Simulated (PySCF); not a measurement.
# N-tert-Butylacetamide (C6H13NO): NMR shifts and electronic excitations in gas and solvents, part 2 of 2

PySCF 2.14.0. Atoms count from 0. Earlier steps stand in the parts before.

## Step 7: NMR shieldings: wB97X-D/pcSseg-1 in chloroform

What the job is given:

```
{"job": {"kind": "nmr", "xc": "wB97X-D", "basis": "pcSseg-1", "solvent": "chloroform", "pop": false}, "charge": 0, "multiplicity": 1}
C      2.614854    -0.558272     0.008549
C      1.137524    -0.854291     0.177189
O      0.727722    -1.969459     0.442897
N      0.326603     0.224446     0.007886
C     -1.135886     0.219355     0.127283
C     -1.598870     1.651892    -0.127193
C     -1.546422    -0.218538     1.535575
C     -1.740768    -0.717843    -0.921274
H      3.172002    -1.494623     0.122980
H      2.959073     0.161943     0.766829
H      2.823410    -0.129033    -0.983430
H      0.766013     1.111150    -0.199508
H     -2.693368     1.717924    -0.050921
H     -1.310273     1.988965    -1.135842
H     -1.167222     2.345735     0.612155
H     -2.642088    -0.201857     1.637127
H     -1.118399     0.459063     2.290225
H     -1.186965    -1.236443     1.735139
H     -1.378489    -1.742608    -0.766156
H     -1.459132    -0.394976    -1.935281
H     -2.838964    -0.714777    -0.849509
```

With the program's defaults for keys left out, this is: GIAO wB97X-D/pcSseg-1 NMR shielding, non-relativistic, IEF-PCM chloroform.

Standard output:

```text
coarse grid: 16728 points
cycle   1  E = -366.1036573656  dE =  1.152e+00  |g| = 8.757e-01  |ddm| = 3.777e+00
cycle   2  E = -365.9861889230  dE =  1.175e-01  |g| = 1.241e+00  |ddm| = 1.586e+00
cycle   3  E = -366.2548004658  dE = -2.686e-01  |g| = 9.843e-02  |ddm| = 9.754e-01
cycle   4  E = -366.2565786272  dE = -1.778e-03  |g| = 4.440e-02  |ddm| = 8.782e-02
cycle   5  E = -366.2569679722  dE = -3.893e-04  |g| = 9.903e-03  |ddm| = 3.459e-02
cycle   6  E = -366.2569896748  dE = -2.170e-05  |g| = 3.214e-03  |ddm| = 9.506e-03
cycle   7  E = -366.2569926750  dE = -3.000e-06  |g| = 6.516e-04  |ddm| = 4.622e-03
final grid: 159288 points
cycle   8  E = -366.3199509788  dE = -2.212e-04  |g| = 6.280e-03  |ddm| = 5.063e-02
cycle   9  E = -366.3199549034  dE = -3.925e-06  |g| = 6.005e-03  |ddm| = 1.156e-02
cycle  10  E = -366.3199620023  dE = -7.099e-06  |g| = 9.171e-04  |ddm| = 3.979e-03
cycle  11  E = -366.3199621418  dE = -1.396e-07  |g| = 6.454e-04  |ddm| = 1.220e-03
cycle  12  E = -366.3199622212  dE = -7.934e-08  |g| = 1.331e-04  |ddm| = 6.705e-04
cycle  13  E = -366.3199622250  dE = -3.810e-09  |g| = 3.908e-05  |ddm| = 1.271e-04
cycle  14  E = -366.3199622255  dE = -5.480e-10  |g| = 7.119e-06  |ddm| = 8.575e-05
converged SCF energy = -366.3199622255

GIAO shielding tensors (ppm)
atom      isotropic    diamagn.    paramagn.     s11        s22        s33       span
  0 C      158.541     249.601     -91.060    128.773    152.965    193.884     65.111
  1 C        9.982     247.964    -237.982    -72.985     10.829     92.103    165.088
  2 O      -76.506     406.046    -482.551   -391.224   -161.868    323.574    714.798
  3 N      111.071     334.602    -223.531      1.401    131.544    200.268    198.867
  4 C      134.752     238.777    -104.025    116.902    129.221    158.133     41.230
  5 C      152.321     248.618     -96.297    133.024    138.341    185.597     52.573
  6 C      157.236     248.545     -91.309    133.312    152.440    185.956     52.644
  7 C      157.051     248.712     -91.661    133.183    152.104    185.867     52.683
  8 H       29.818      27.739       2.079     25.840     28.178     35.436      9.596
  9 H       29.228      29.071       0.157     25.463     28.535     33.685      8.222
 10 H       29.283      29.395      -0.112     25.420     28.724     33.705      8.285
 11 H       26.605      38.948     -12.343     20.771     26.988     32.057     11.285
 12 H       30.263      30.463      -0.200     26.612     27.946     36.231      9.618
 13 H       30.259      31.394      -1.134     26.898     27.825     36.055      9.158
 14 H       30.263      31.341      -1.078     26.896     27.837     36.057      9.162
 15 H       30.551      30.935      -0.384     26.830     28.140     36.685      9.855
 16 H       30.581      31.457      -0.875     27.349     28.090     36.305      8.956
 17 H       28.680      31.750      -3.069     23.557     29.159     33.324      9.767
 18 H       28.728      31.929      -3.201     23.648     29.168     33.369      9.721
 19 H       30.563      31.661      -1.098     27.319     28.086     36.285      8.966
 20 H       30.544      31.116      -0.572     26.825     28.124     36.684      9.859
```

Run time: 2.3 min. Hardware: 1 thread of AMD EPYC, shared host; peak memory 1.2 GiB.

This run: δ C1 175.3, C4 50.5, C5 29.7, C0 26.7, H11 4.76, H8 1.92 ppm (means over like atoms).

## Step 8: Ultraviolet spectrum: B3LYP/def2-SVPD

Settings changed since step 7:

```diff
@@ -1,2 +1,2 @@
-{"job": {"kind": "nmr", "xc": "wB97X-D", "basis": "pcSseg-1", "solvent": "chloroform", "pop": false}, "charge": 0, "multiplicity": 1}
+{"job": {"kind": "uv", "xc": "B3LYP", "basis": "def2-SVPD", "dynamic": true, "nstates": 6, "ntriplets": 0}, "charge": 0, "multiplicity": 1}
 C      2.614854    -0.558272     0.008549
```

With the program's defaults for keys left out, this is: TDDFT B3LYP/def2-SVPD, vertical, gas phase, core orbitals frozen in the response.

Standard output:

```text
coarse grid: 16728 points
cycle   1  E = -365.9698844343  dE =  7.824e-01  |g| = 9.318e-01  |ddm| = 1.476e+01
cycle   2  E = -365.2831073773  dE =  6.868e-01  |g| = 2.027e+00  |ddm| = 5.825e+00
cycle   3  E = -366.1387024228  dE = -8.556e-01  |g| = 3.081e-01  |ddm| = 4.245e+00
cycle   4  E = -366.1591460614  dE = -2.044e-02  |g| = 9.557e-02  |ddm| = 8.322e-01
cycle   5  E = -366.1608755126  dE = -1.729e-03  |g| = 3.756e-02  |ddm| = 2.414e-01
cycle   6  E = -366.1611822842  dE = -3.068e-04  |g| = 6.085e-03  |ddm| = 8.397e-02
cycle   7  E = -366.1611903125  dE = -8.028e-06  |g| = 1.159e-03  |ddm| = 1.611e-02
final grid: 159288 points
cycle   8  E = -366.2336955283  dE = -7.182e-05  |g| = 7.362e-03  |ddm| = 5.888e-01
cycle   9  E = -366.2336778023  dE =  1.773e-05  |g| = 1.157e-02  |ddm| = 6.977e-02
cycle  10  E = -366.2337078083  dE = -3.001e-05  |g| = 2.573e-03  |ddm| = 2.566e-02
cycle  11  E = -366.2337091548  dE = -1.346e-06  |g| = 2.366e-04  |ddm| = 4.272e-03
cycle  12  E = -366.2337091644  dE = -9.603e-09  |g| = 1.280e-04  |ddm| = 1.385e-03
cycle  13  E = -366.2337091682  dE = -3.830e-09  |g| = 2.928e-05  |ddm| = 3.779e-04
cycle  14  E = -366.2337091684  dE = -1.723e-10  |g| = 1.034e-05  |ddm| = 9.066e-05
converged SCF energy = -366.2337091684

Static polarisability (au): isotropic 86.428, principal 75.927 85.533 97.824

Singlet excitations
state   eV       nm        f      main configurations
  1   5.5532    223.3   0.00091   H->L+1 0.97
  2   6.2026    199.9   0.01846   H->L 0.97
  3   6.3059    196.6   0.00993   H-1->L 0.98
  4   6.8718    180.4   0.11660   H-1->L+1 0.75, H->L+2 0.20
  5   7.1329    173.8   0.04600   H->L+2 0.77, H-1->L+1 0.17
  6   7.2309    171.5   0.00374   H-1->L+2 0.97
```

Run time: 3.1 min. Hardware: 1 thread of AMD EPYC, shared host; peak memory 1.1 GiB.

Frontier orbitals and where they lie:

| orbital | eV | atoms |
| --- | --- | --- |
| HOMO−3 | -9.36 | C6 17 %, C7 17 %, C4 15 % |
| HOMO−2 | -9.32 | C4 21 %, C5 20 %, C6 13 % |
| HOMO−1 | -7.17 | N3 44 %, O2 24 %, C1 8 % |
| HOMO | -6.93 | O2 67 %, C0 9 %, C1 9 % |
| LUMO | 0.06 | H11 14 %, C5 13 %, C0 11 % |
| LUMO+1 | 0.35 | C1 32 %, O2 26 %, N3 12 % |
| LUMO+2 | 0.82 | C0 19 %, C5 10 %, H10 9 % |

With each of the 6 states as a Gaussian band of 0.4 eV half-width at 1/e, the curve within the window shown has maxima at 179 nm (ε 6,200) L/(mol cm). Beyond the last state computed it falls off for lack of states. The curve at chosen wavelengths:

```tsv
nm	ε (L/mol/cm)
165	1091
168	2183
172	4100
175	5411
179	6208
182	5888
185	4990
189	3547
192	2662
196	1897
199	1543
202	1268
206	935
209	702
213	441
216	296
219	194
223	111
226	75
230	47
233	34
236	25
240	16
243	11
247	7
250	4
```

Further results of this job:

| property | computed |
| --- | --- |
| dipole moment (D) | 3.67 |
| polarisability (Å³) | 12.81 |
| HOMO–LUMO gap (eV) | 7.00 |
| −ε(HOMO) (eV) | 6.93 |
| C6 with itself (au) | 3296 |

## Step 9: TDDFT and polarisability: B3LYP/def2-SVPD in acetone

Settings changed since step 8:

```diff
@@ -1,2 +1,2 @@
-{"job": {"kind": "uv", "xc": "B3LYP", "basis": "def2-SVPD", "dynamic": true, "nstates": 6, "ntriplets": 0}, "charge": 0, "multiplicity": 1}
+{"job": {"kind": "uv", "xc": "B3LYP", "basis": "def2-SVPD", "solvent": "acetone", "nstates": 6, "ntriplets": 0}, "charge": 0, "multiplicity": 1}
 C      2.614854    -0.558272     0.008549
```

With the program's defaults for keys left out, this is: TDDFT B3LYP/def2-SVPD, vertical, IEF-PCM acetone (non-equilibrium linear response), core orbitals frozen in the response.

Standard output:

```text
coarse grid: 16728 points
cycle   1  E = -365.9996383813  dE =  7.533e-01  |g| = 9.016e-01  |ddm| = 1.479e+01
cycle   2  E = -365.5663904141  dE =  4.332e-01  |g| = 1.719e+00  |ddm| = 4.340e+00
cycle   3  E = -366.1567286911  dE = -5.903e-01  |g| = 2.626e-01  |ddm| = 2.301e+00
cycle   4  E = -366.1715734408  dE = -1.484e-02  |g| = 6.413e-02  |ddm| = 6.304e-01
cycle   5  E = -366.1722893548  dE = -7.159e-04  |g| = 3.023e-02  |ddm| = 1.651e-01
cycle   6  E = -366.1724918169  dE = -2.025e-04  |g| = 3.516e-03  |ddm| = 6.528e-02
cycle   7  E = -366.1724942233  dE = -2.406e-06  |g| = 9.108e-04  |ddm| = 9.283e-03
final grid: 159288 points
cycle   8  E = -366.2449263392  dE = -7.326e-05  |g| = 6.819e-03  |ddm| = 5.732e-01
cycle   9  E = -366.2449153300  dE =  1.101e-05  |g| = 9.728e-03  |ddm| = 6.598e-02
cycle  10  E = -366.2449375798  dE = -2.225e-05  |g| = 1.968e-03  |ddm| = 2.413e-02
cycle  11  E = -366.2449383356  dE = -7.557e-07  |g| = 2.210e-04  |ddm| = 2.866e-03
cycle  12  E = -366.2449383435  dE = -7.918e-09  |g| = 1.096e-04  |ddm| = 1.173e-03
cycle  13  E = -366.2449383463  dE = -2.803e-09  |g| = 2.136e-05  |ddm| = 3.140e-04
cycle  14  E = -366.2449383464  dE = -8.890e-11  |g| = 8.251e-06  |ddm| = 6.671e-05
converged SCF energy = -366.2449383464

Static polarisability (au): isotropic 115.199, principal 102.553 117.069 125.976

Singlet excitations
state   eV       nm        f      main configurations
  1   5.7575    215.3   0.00116   H->L 0.69, H-1->L 0.29
  2   6.6160    187.4   0.00965   H-1->L+1 0.57, H->L+1 0.41
  3   6.6633    186.1   0.02791   H->L+1 0.55, H-1->L+1 0.40
  4   6.8299    181.5   0.21671   H-1->L 0.65, H->L 0.27
  5   7.4763    165.8   0.00923   H-1->L+2 0.61, H->L+2 0.38
  6   7.5423    164.4   0.00862   H->L+2 0.57, H-1->L+2 0.36
```

Run time: 2.4 min. Hardware: 1 thread of AMD EPYC, shared host; peak memory 1.2 GiB.

In short: HOMO -7.13 eV, LUMO 0.35 eV; lowest singlet 5.76 eV.

## Step 10: Excited states and response: B3LYP/def2-SVPD in chloroform

Settings changed since step 9:

```diff
@@ -1,2 +1,2 @@
-{"job": {"kind": "uv", "xc": "B3LYP", "basis": "def2-SVPD", "solvent": "acetone", "nstates": 6, "ntriplets": 0}, "charge": 0, "multiplicity": 1}
+{"job": {"kind": "uv", "xc": "B3LYP", "basis": "def2-SVPD", "solvent": "chloroform", "nstates": 6, "ntriplets": 0}, "charge": 0, "multiplicity": 1}
 C      2.614854    -0.558272     0.008549
```

With the program's defaults for keys left out, this is: TDDFT B3LYP/def2-SVPD, vertical, IEF-PCM chloroform (non-equilibrium linear response), core orbitals frozen in the response.

Standard output:

```text
coarse grid: 16728 points
cycle   1  E = -365.9926537109  dE =  7.602e-01  |g| = 9.077e-01  |ddm| = 1.478e+01
cycle   2  E = -365.5190754290  dE =  4.736e-01  |g| = 1.773e+00  |ddm| = 4.510e+00
cycle   3  E = -366.1523424078  dE = -6.333e-01  |g| = 2.723e-01  |ddm| = 2.505e+00
cycle   4  E = -366.1683449417  dE = -1.600e-02  |g| = 6.857e-02  |ddm| = 6.688e-01
cycle   5  E = -366.1691767213  dE = -8.318e-04  |g| = 3.160e-02  |ddm| = 1.777e-01
cycle   6  E = -366.1693979277  dE = -2.212e-04  |g| = 3.848e-03  |ddm| = 6.868e-02
cycle   7  E = -366.1694008487  dE = -2.921e-06  |g| = 9.312e-04  |ddm| = 1.001e-02
final grid: 159288 points
cycle   8  E = -366.2418542582  dE = -7.304e-05  |g| = 6.903e-03  |ddm| = 5.779e-01
cycle   9  E = -366.2418422034  dE =  1.205e-05  |g| = 1.002e-02  |ddm| = 6.685e-02
cycle  10  E = -366.2418656398  dE = -2.344e-05  |g| = 2.088e-03  |ddm| = 2.443e-02
cycle  11  E = -366.2418664967  dE = -8.568e-07  |g| = 2.221e-04  |ddm| = 3.100e-03
cycle  12  E = -366.2418665046  dE = -7.990e-09  |g| = 1.141e-04  |ddm| = 1.229e-03
cycle  13  E = -366.2418665077  dE = -3.035e-09  |g| = 2.314e-05  |ddm| = 3.259e-04
cycle  14  E = -366.2418665078  dE = -1.055e-10  |g| = 8.822e-06  |ddm| = 7.191e-05
converged SCF energy = -366.2418665078

Static polarisability (au): isotropic 106.540, principal 94.100 107.611 117.909

Singlet excitations
state   eV       nm        f      main configurations
  1   5.6979    217.6   0.00118   H->L+1 0.97
  2   6.5455    189.4   0.01443   H-1->L 0.78, H->L 0.19
  3   6.5610    189.0   0.02787   H->L 0.77, H-1->L 0.19
  4   6.8272    181.6   0.20978   H-1->L+1 0.91
  5   7.4193    167.1   0.00864   H-1->L+2 0.74, H->L+2 0.22
  6   7.4337    166.8   0.01275   H->L+2 0.70, H-1->L+2 0.23
```

Run time: 2.3 min. Hardware: 1 thread of AMD EPYC, shared host; peak memory 1.2 GiB.

This run: HOMO -7.07 eV, LUMO 0.33 eV; lowest singlet 5.70 eV.

## Step 11: Comparing the runs: NMR shifts

Shifts (ppm) of some atoms, chosen among heavy atoms and hydrogens apart, means over like atoms, with basis size and wall time:

| run | C1 | C4 | C0 | H11 | H8 | O2 | N3 | functions | time |
| --- | --- | --- | --- | --- | --- | --- | --- | --- | --- |
| PBE0/pcSseg-1 in acetone | 174.6 | 51.1 | 26.3 | 5.08 | 1.95 | 412.8 | 160.2 | 201 | 2 min |
| PBE0/pcSseg-1 in chloroform | 173.3 | 50.8 | 25.9 | 4.82 | 1.92 | 422.1 | 157.8 | 201 | 1.9 min |
| PBE0/pcSseg-1 in water | 174.9 | 51.2 | 26.4 | 5.15 | 1.96 | 410.3 | 160.8 | 201 | 1.8 min |
| WP04/pcSseg-1 in chloroform | 174.7 | 56.4 | 27.1 | 4.88 | 1.89 | 405.4 | 153.2 | 201 | 1.7 min |
| wB97X-D/pcSseg-1 in chloroform | 175.3 | 50.5 | 26.7 | 4.76 | 1.92 | 416.1 | 155.1 | 201 | 2.3 min |
| measured | – | 49.9 | – | – | – | – | – | – | – |

Measured: solution, not stated per compound (mostly CDCl3 or CCl4); Pretsch, Buehlmann, Badertscher, Structure Determination of Organic Compounds, 4th ed. (2009).

## Step 12: Comparing the runs: electronic excitations

Excitations and ground-state properties, with basis size and wall time:

| run | lowest singlet (eV) | brightest (eV) | f | gap (eV) | α (Å³) | μ (D) | functions | time |
| --- | --- | --- | --- | --- | --- | --- | --- | --- |
| B3LYP/def2-SVPD | 5.55 | 6.87 | 0.117 | 7.00 | 12.81 | 3.67 | 267 | 3.1 min |
| B3LYP/def2-SVPD in acetone | 5.76 | 6.83 | 0.217 | 7.48 | 17.07 | 5.24 | 267 | 2.4 min |
| B3LYP/def2-SVPD in chloroform | 5.70 | 6.83 | 0.210 | 7.39 | 15.79 | 4.76 | 267 | 2.3 min |

The continuum's effect on the ground state:

| solvent | ε | polarisation energy (Eh) | μ (D) |
| --- | --- | --- | --- |
| chloroform | 4.71 | -0.0097 | 4.76 |
| acetone | 20.49 | -0.0144 | 5.24 |

## Step 13: Outcome

What follows sums up all 2 parts.

| quantity | value |
| --- | --- |
| point group | Cs |
| rotational constants (main isotopes) | 3.31, 1.38, 1.25 GHz |
| 13C shifts against TMS (PBE0/pcSseg-1, acetone, means over atoms taken as alike) | 174.6, 51.1, 29.4, 26.3 ppm |
| 1H shifts against TMS (PBE0/pcSseg-1, acetone, means over atoms taken as alike) | 5.08, 1.95, 1.31 ppm |
| 17O shifts against H2O (PBE0/pcSseg-1, acetone) | 412.8 ppm |
| 15N shifts against NH3 (PBE0/pcSseg-1, acetone) | 160.2 ppm |
| measured, and computed on the same scale | C4 δ 49.9, 51.1; C5 δ 28.6, 29.4; H12 δ 1.28, 1.31 ppm |
| lowest singlet (B3LYP/def2-SVPD) | 5.55 eV (223 nm), f = 0.001 |
| brightest single state of those computed | state 4, 6.87 eV, f = 0.117 |
| range of the shift of O2 (PBE0/pcSseg-1 runs) | 410.3 to 422.1 ppm |
| range of the lowest singlet | 5.55 to 5.76 eV |

The optimisation took 4 steps and gained 0.045 eV; among the close pairs (by a distance rule), C6–H15 changed most, from 1.086 to 1.100 Å. At PBE0/pcSseg-1: The largest span, 699 ppm, is at O2, where the paramagnetic term is -476 ppm. 2 measured 13C shifts can be compared: mean absolute error 1.0 ppm, mean signed error +1.0 ppm. The one measured 1H shift is missed by +0.03 ppm (computed less measured, unscaled). Vibration and temperature are missing from the calculation, and it holds one conformer, so part of the miss against the measured shifts is not the functional's. The lowest singlet, at 5.55 eV, is HOMO→LUMO+1 0.97 and is dark; of the 6 states computed, the strongest absorption comes from state 4 at 6.87 eV. At one level, PBE0/pcSseg-1: Across the 3 runs the shift of O2 moves most, between 410.3 (PBE0/pcSseg-1 in water) and 422.1 ppm (PBE0/pcSseg-1 in chloroform). The lowest singlet runs from 5.55 eV (B3LYP/def2-SVPD) to 5.76 eV (B3LYP/def2-SVPD in acetone), while the orbital gap spans 7.00 to 7.48 eV. The lowest state need not be the same one in every run. The continuum holds electrostatics alone: no hydrogen bonds to the solvent, and the gas-phase geometry is kept.
